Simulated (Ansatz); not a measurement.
# Eu: the cost of one run

Method: DFT PBE, with the methods named in each step, in Ansatz 0.2.0.

## 1. The system as given

It takes space group Im-3m (No. 229, cubic). The conventional cell has a = 4.606 Å, b = 4.606 Å, c = 4.606 Å, α = 90.00°, β = 90.00°, γ = 90.00°. Eu (site symmetry m-3m) has 8 Eu at 3.99 Å as nearest neighbours.

Coordinates:

```cif
data_structure
_symmetry_space_group_name_H-M 'Im-3m'
_symmetry_Int_Tables_number 229
_cell_length_a 4.6060
_cell_length_b 4.6060
_cell_length_c 4.6060
_cell_angle_alpha 90.000
_cell_angle_beta 90.000
_cell_angle_gamma 90.000
_cell_volume 97.72
loop_
_atom_site_label
_atom_site_type_symbol
_atom_site_symmetry_multiplicity
_atom_site_Wyckoff_symbol
_atom_site_fract_x
_atom_site_fract_y
_atom_site_fract_z
_atom_site_occupancy
Eu1 Eu 2 a 0.00000 0.00000 0.00000 1
```

The file gives the conventional cell by its symmetry; the runs use the cell typed in the input.

## 2. Free moments, LAPW

Contents of input.yaml:

```yaml
crystal:
  lattice:
    - [-2.303, 2.303, 2.303]
    - [2.303, -2.303, 2.303]
    - [2.303, 2.303, -2.303]
  atoms:
    - { symbol: Eu, position: [0.0, 0.0, 0.0], spin: 7.0 }
magnetization:
  spin_polarized: true
kpoints:
  mp_grid: { grid: [10, 10, 10] }
scf:
  occupations: { method: fermi_dirac, width: 0.05 }
hamiltonian:
  xc: pbe
  pseudopotentials: { kind: all_electron, lapw: { basis_error: 0.0005 } }
output:
  forces: true
  stress: true
  eigenvalues: false
  populations: true
```

Launch:

```
$ ansatz run input.yaml --threads 1 --pin off --max-ram 3072MiB --backend cpu --events-out ev --progress --plain --runs-dir out
```

What time and memory should one allow on 1 thread of Arm Neoverse V1, shared host?

About 19 s, with a peak of 0.37 GiB.
